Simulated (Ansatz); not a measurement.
This script drives the Python package of Ansatz (0.2.0).

Input file `ch6fgen.xyz`:
```text
10

C    -0.88200    1.10300   -0.11150
Ge   -0.03930   -0.56220   -0.37860
N     1.12300   -0.84840    1.01230
F    -1.15520   -1.83590   -0.41280
H    -1.63720    1.31450   -0.97640
H    -1.48600    1.15010    0.83560
H    -0.14890    1.96290   -0.09890
H     0.77940   -0.52220   -1.72560
H     1.65870   -1.72600    0.85820
H     1.87080   -0.08690    1.00080
```

Script `methods_ch6fgen.py`:
```python
"""One geometry of CH6FGeN, method by method."""

import ansatz as az


def main() -> None:
    system = az.Crystal.molecule_from_extxyz("ch6fgen.xyz")

    base = system.calculation().basis(gaussian="def2-SVP")

    methods = ["mp2", "ccsd", "ccsd_t"]
    reports = [base.correlation(m).run().report for m in methods]
    print(f"Hartree-Fock reference {reports[0]['reference_energy_ev'] / 27.211386246:.6f} Ha")
    best = reports[-1]["free_energy_ev"] - reports[-1]["reference_energy_ev"]
    for method, each in zip(methods, reports):
        gained = each["free_energy_ev"] - each["reference_energy_ev"]
        print(f"{method:8s} total {each['free_energy_ev'] / 27.211386246:.6f} Ha  correlation {gained:9.4f} eV  ({100 * gained / best:.1f} % of the last)")


if __name__ == "__main__":
    main()
```

It is started by `python methods_ch6fgen.py`. Estimate its wall time and peak memory on 1 thread of Arm Neoverse V2, with other jobs on the host.

It took about 34 s, with a peak of 0.54 GiB, for 3 runs of the engine.

```console
$ python methods_ch6fgen.py
Hartree-Fock reference -2270.243401 Ha
mp2      total -2270.982467 Ha  correlation  -20.1110 eV  (94.0 % of the last)
ccsd     total -2271.010569 Ha  correlation  -20.8757 eV  (97.6 % of the last)
ccsd_t   total -2271.029311 Ha  correlation  -21.3857 eV  (100.0 % of the last)
```

Notes:
- Total energies depend on the basis set; only differences at equal settings carry meaning.
- The geometry is a force-field or estimated start, not a minimum of this method, and the basis set is short of its limit. A lower total doesn't mark the better method: functionals have no common bound, and MP2 and coupled cluster aren't variational.
- Inner cores stay frozen; a filled d shell under the valence of the heavier atoms is correlated with it.
